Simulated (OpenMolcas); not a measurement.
# Co³⁺ among point charges: CASSCF and CASPT2 levels and susceptibility, part 2 of 2

Aim: the splitting of the states of Co³⁺ in the field of 6 point charges, its lowest levels with spin-orbit coupling and its magnetic susceptibility.

OpenMolcas 26.06; ANO-RCC-VDZP, DKH2, active space 6 electrons in 5 orbitals (3d), orbitals: per spin and parity. Surroundings: 6 point charges of -1 e arranged as an octahedron (Oh), 1.68 Å from the ion.

### 7 CASPT2: IPEA 0.25, imaginary shift 0.1 (closed shells correlated: 3s 3p)

a.inp

```
>>> COPY JOB001 $Project.JobIph
&CASPT2
Multistate=5 1 2 3 4 5
NoMult
Frozen=2 3
IPEA=0.25
Imaginary=0.1
MaxIter=60
WThr=0.0 0.3 0.05
PrWF=0.5
NoMix
>>> COPY JOB002 $Project.JobIph
&CASPT2
Multistate=45 1 2 3 4 5 6 7 8 9 10 11 12 13 14 15 16 17 18 19 20 21 22
23 24 25 26 27 28 29 30 31 32 33 34 35 36 37 38 39 40 41 42 43 44 45
NoMult
Frozen=2 3
IPEA=0.25
Imaginary=0.1
MaxIter=60
WThr=0.0 0.3 0.05
PrWF=0.5
NoMix
>>> COPY JOB003 $Project.JobIph
&CASPT2
Multistate=50 1 2 3 4 5 6 7 8 9 10 11 12 13 14 15 16 17 18 19 20 21 22
23 24 25 26 27 28 29 30 31 32 33 34 35 36 37 38 39 40 41 42 43 44 45 46
47 48 49 50
NoMult
Frozen=2 3
IPEA=0.25
Imaginary=0.1
MaxIter=60
WThr=0.0 0.3 0.05
PrWF=0.5
NoMix
```

Launch:

```console
OMP_NUM_THREADS=1 MOLCAS_MEM=1689 MOLCAS_PROJECT=a pymolcas a.inp > a.log
```

The log of the run:

```text
Orbital specifications:
      -----------------------

      Symmetry species                           1   2
                                                ag  au
      Frozen orbitals                            2   3
      Inactive orbitals                          1   3
      Active orbitals                            5   0
      Secondary orbitals                         7  13
      Deleted orbitals                           0   0
      Number of basis functions                 15  19
Type of calculation                        SS-CASPT2
      Fock operator                              state-specific
      IPEA shift                                 0.25
      Real shift                                 0.00
      Imaginary shift                            0.10
      The input orbitals will be transformed to quasi-canonical
Reference energy:       -1395.5272097873
      E2 (Non-variational):      -0.3111270090
      Shift correction:          -0.0000847942
      E2 (Variational):          -0.3112118032
      Total energy:           -1395.8384215905
      Residual norm:              0.0000001138
      Reference weight:           0.95609
      Contributions to the CASPT2 correlation energy
      Active & Virtual Only:         -0.0949996126
      One Inactive Excited:          -0.1501085543
      Two Inactive Excited:          -0.0660188421
Reference energy:       -1395.5272097873
      E2 (Non-variational):      -0.3111268607
      Shift correction:          -0.0000847814
      E2 (Variational):          -0.3112116422
      Total energy:           -1395.8384214295
      Residual norm:              0.0000001065
      Reference weight:           0.95609
      Contributions to the CASPT2 correlation energy
      Active & Virtual Only:         -0.0949994932
      One Inactive Excited:          -0.1501084993
      Two Inactive Excited:          -0.0660188682
::    CASPT2 Root  1     Total energy:  -1395.83842159
::    CASPT2 Root  2     Total energy:  -1395.83842143
::    CASPT2 Root  3     Total energy:  -1395.83842027
::    CASPT2 Root  4     Total energy:  -1395.81688924
::    CASPT2 Root  5     Total energy:  -1395.81688897
Orbital specifications:
      -----------------------

      Symmetry species                           1   2
                                                ag  au
      Frozen orbitals                            2   3
      Inactive orbitals                          1   3
      Active orbitals                            5   0
      Secondary orbitals                         7  13
      Deleted orbitals                           0   0
      Number of basis functions                 15  19
Type of calculation                        SS-CASPT2
      Fock operator                              state-specific
      IPEA shift                                 0.25
      Real shift                                 0.00
      Imaginary shift                            0.10
      The input orbitals will be transformed to quasi-canonical
Reference energy:       -1395.4178543549
      E2 (Non-variational):      -0.3169836763
      Shift correction:          -0.0000838291
      E2 (Variational):          -0.3170675054
      Total energy:           -1395.7349218603
      Residual norm:              0.0000002458
      Reference weight:           0.95561
      Contributions to the CASPT2 correlation energy
      Active & Virtual Only:         -0.0958579529
      One Inactive Excited:          -0.1568159638
      Two Inactive Excited:          -0.0643097596
Reference energy:       -1395.4178543549
      E2 (Non-variational):      -0.3169727364
      Shift correction:          -0.0000838193
      E2 (Variational):          -0.3170565557
      Total energy:           -1395.7349109106
      Residual norm:              0.0000002461
      Reference weight:           0.95561
      Contributions to the CASPT2 correlation energy
      Active & Virtual Only:         -0.0958539195
      One Inactive Excited:          -0.1568102759
      Two Inactive Excited:          -0.0643085409
::    CASPT2 Root  1     Total energy:  -1395.73492186
::    CASPT2 Root  2     Total energy:  -1395.73491091
::    CASPT2 Root  3     Total energy:  -1395.73331786
::    CASPT2 Root  4     Total energy:  -1395.72842679
::    CASPT2 Root  5     Total energy:  -1395.72690341
::    CASPT2 Root  6     Total energy:  -1395.72690038
::    CASPT2 Root  7     Total energy:  -1395.72253120
::    CASPT2 Root  8     Total energy:  -1395.72384343
::    CASPT2 Root  9     Total energy:  -1395.72390040
::    CASPT2 Root 10     Total energy:  -1395.71474140
::    CASPT2 Root 11     Total energy:  -1395.71438527
::    CASPT2 Root 12     Total energy:  -1395.71969330
::    CASPT2 Root 13     Total energy:  -1395.71979238
::    CASPT2 Root 14     Total energy:  -1395.71947831
::    CASPT2 Root 15     Total energy:  -1395.71099908
::    CASPT2 Root 16     Total energy:  -1395.71094762
::    CASPT2 Root 17     Total energy:  -1395.71094928
::    CASPT2 Root 18     Total energy:  -1395.70640056
::    CASPT2 Root 19     Total energy:  -1395.70173504
::    CASPT2 Root 20     Total energy:  -1395.70148007
::    CASPT2 Root 21     Total energy:  -1395.70149411
::    CASPT2 Root 22     Total energy:  -1395.70197865
::    CASPT2 Root 23     Total energy:  -1395.70197911
::    CASPT2 Root 24     Total energy:  -1395.70200854
::    CASPT2 Root 25     Total energy:  -1395.69053815
::    CASPT2 Root 26     Total energy:  -1395.69078482
::    CASPT2 Root 27     Total energy:  -1395.68261548
::    CASPT2 Root 28     Total energy:  -1395.67764025
::    CASPT2 Root 29     Total energy:  -1395.67764033
::    CASPT2 Root 30     Total energy:  -1395.67762477
Orbital specifications:
      -----------------------

      Symmetry species                           1   2
                                                ag  au
      Frozen orbitals                            2   3
      Inactive orbitals                          1   3
      Active orbitals                            5   0
      Secondary orbitals                         7  13
      Deleted orbitals                           0   0
      Number of basis functions                 15  19
Type of calculation                        SS-CASPT2
      Fock operator                              state-specific
      IPEA shift                                 0.25
      Real shift                                 0.00
      Imaginary shift                            0.10
      The input orbitals will be transformed to quasi-canonical
Reference energy:       -1395.3733801380
      E2 (Non-variational):      -0.3118322191
      Shift correction:          -0.0000742637
      E2 (Variational):          -0.3119064828
      Total energy:           -1395.6852866208
      Residual norm:              0.0000000525
      Reference weight:           0.95805
      Contributions to the CASPT2 correlation energy
      Active & Virtual Only:         -0.0941232145
      One Inactive Excited:          -0.1532673097
      Two Inactive Excited:          -0.0644416949
Reference energy:       -1395.3631988152
      E2 (Non-variational):      -0.3144942815
      Shift correction:          -0.0000788749
      E2 (Variational):          -0.3145731564
      Total energy:           -1395.6777719716
      Residual norm:              0.0000001359
      Reference weight:           0.95679
      Contributions to the CASPT2 correlation energy
      Active & Virtual Only:         -0.0939690197
      One Inactive Excited:          -0.1588893132
      Two Inactive Excited:          -0.0616359486
::    CASPT2 Root  1     Total energy:  -1395.68528662
::    CASPT2 Root  2     Total energy:  -1395.67777197
::    CASPT2 Root  3     Total energy:  -1395.68016759
::    CASPT2 Root  4     Total energy:  -1395.67993961
::    CASPT2 Root  5     Total energy:  -1395.67064740
::    CASPT2 Root  6     Total energy:  -1395.67038633
::    CASPT2 Root  7     Total energy:  -1395.67038441
::    CASPT2 Root  8     Total energy:  -1395.66422698
::    CASPT2 Root  9     Total energy:  -1395.66398700
::    CASPT2 Root 10     Total energy:  -1395.66452773
::    CASPT2 Root 11     Total energy:  -1395.65667738
::    CASPT2 Root 12     Total energy:  -1395.65589900
::    CASPT2 Root 13     Total energy:  -1395.65589741
::    CASPT2 Root 14     Total energy:  -1395.65544425
::    CASPT2 Root 15     Total energy:  -1395.65951240
::    CASPT2 Root 16     Total energy:  -1395.65885763
::    CASPT2 Root 17     Total energy:  -1395.65898336
::    CASPT2 Root 18     Total energy:  -1395.64691867
::    CASPT2 Root 19     Total energy:  -1395.64714026
::    CASPT2 Root 20     Total energy:  -1395.64200505
::    CASPT2 Root 21     Total energy:  -1395.64201964
::    CASPT2 Root 22     Total energy:  -1395.64207762
::    CASPT2 Root 23     Total energy:  -1395.63128416
::    CASPT2 Root 24     Total energy:  -1395.64076759
::    CASPT2 Root 25     Total energy:  -1395.64076993
::    CASPT2 Root 26     Total energy:  -1395.64076941
::    CASPT2 Root 27     Total energy:  -1395.62026201
::    CASPT2 Root 28     Total energy:  -1395.62026742
::    CASPT2 Root 29     Total energy:  -1395.59616595
::    CASPT2 Root 30     Total energy:  -1395.59018727
```

This run: 6.6 s of run time, 1 thread of Arm Neoverse V1, shared host.

SS-CASPT2: lowest energy less the reference's lowest, -0.3112 hartree; reference weights 0.946 to 0.958.

States without spin-orbit coupling:

```
state  degeneracy  E (cm-1)  free-ion L (%)
  5T2           3         0         D (100)
   5E           2      4726         D (100)
  3T1           3     22834          H (76)
  3T2           3     24364          H (89)
  3T1           3     25239          H (68)
  3T1           3     26066          P (68)
   3E           2     27184          H (93)
  3T2           3     27973          G (46)
  3A2           1     28975         F (100)
  3T2           3     29943          G (52)
  3T1           3     30035          F (48)
   3E           2     32429          G (91)
  1A1           1     33609          I (56)
  3A1           1     34195         G (100)
  1T1           3     34925          I (72)
  3T1           3     35288          G (67)
  1T2           3     36860          I (97)
  1A1           1     38165          G (47)
   1E           2     38258          G (60)
  3T2           3     38510          D (98)
  1T1           3     39353          G (72)
  1A2           1     39888          I (99)
  1T2           3     40092          I (86)
   3E           2     40923          D (98)
```

With spin-orbit coupling:

| E (cm-1) | Degeneracy | Label | 2S+1 |
| --- | --- | --- | --- |
| 0 | 3 | T2 | 5 |
| 260 | 2 | E | 5 |
| 300 | 3 | T1 | 5 |
| 640 | 1 | A1 | 5 |
| 730 | 3 | T1 | 5 |
| 790 | 3 | T2 | 5 |
| 5220 | 1 | A2 | 5 |
| 5240 | 3 | T2 | 5 |
| 5260 | 2 | E | 5 |
| 5290 | 3 | T1 | 5 |
| 5310 | 1 | A1 | 5 |
| 23010 | 2 | E | 3 |
| 23060 | 3 | T2 | 3 |
| 23430 | 1 | A1 | 3 |
| 23500 | 3 | T1 | 3 |
| 24610 | 1 | A2 | 3 |
| 24720 | 3 | T2 | 3 |
| 24840 | 3 | T1 | 3 |
| 24930 | 2 | E | 3 |
| 25540 | 2 | E | 3 |
| 25590 | 3 | T1 | 3 |
| 25620 | 3 | T2 | 3 |
| 25660 | 1 | A1 | 3 |
| 26090 | 3 | T2 | 3 |

Powder χT (cm³ K/mol): 3.27 at 2 K, 3.30 at 5 K, 3.34 at 10 K, 3.43 at 20 K, 3.69 at 50 K, 4.06 at 100 K, 4.27 at 150 K, 4.37 at 200 K, 4.40 at 250 K, 4.39 at 300 K.

### 8 The methods side by side

A. CASSCF
B. SS-CASPT2, IPEA 0.25, imaginary shift 0.1 (closed shells correlated: 3s 3p)

```
method  ground state  first state of that spin (cm-1)  first gap with spin-orbit (cm-1)  χT at 300 K
     A           5T2                          5E 4154                             257.3         4.43
     B           5T2                          5E 4726                             263.0         4.39
```

### 9 Summary of results

What follows sums up all 2 parts.

```
                                            quantity                                                                        value
                                              method  SS-CASPT2, IPEA 0.25, imaginary shift 0.1 (closed shells correlated: 3s 3p)
                              spin-free ground state                                              5T2, 3-fold in its orbital part
first state of the same spin within the active space                                                              5E at 4730 cm⁻¹
                                        lowest level                                                                    3-fold T2
                                          next level                                                                   263.0 cm⁻¹
                                         χT at 300 K                                                               4.39 cm³ K/mol
                           effective moment at 300 K                                                                      5.93 μB
```

Cost by method:

```
                                              method  time of its own steps  time with the reference
                                           A. CASSCF                   25 s                     25 s
B. SS-CASPT2, IPEA 0.25, imaginary shift 0.1, +3s 3p                  6.6 s                     31 s
```

Times are of one thread on a shared host.

The spin-free ground state (5T2) comes to 100 % from free-ion D terms and keeps the highest spin of the shell. χT at 300 K is 4.39, against 3.01 cm³ K/mol for the spin alone, so orbital moment adds to it. An active space of the d shell alone favours high spin; real ions in strong fields can be low spin. CASPT2 does not keep the components of a term degenerate, and the means are used. The field of point charges can differ much from that of real complexes. With metal d orbitals alone active, the gaps between spin states are rough; where two lie within a few thousand cm-1, their order is open. Point charges carry no covalency, so the field is a model and not that of real ligands.
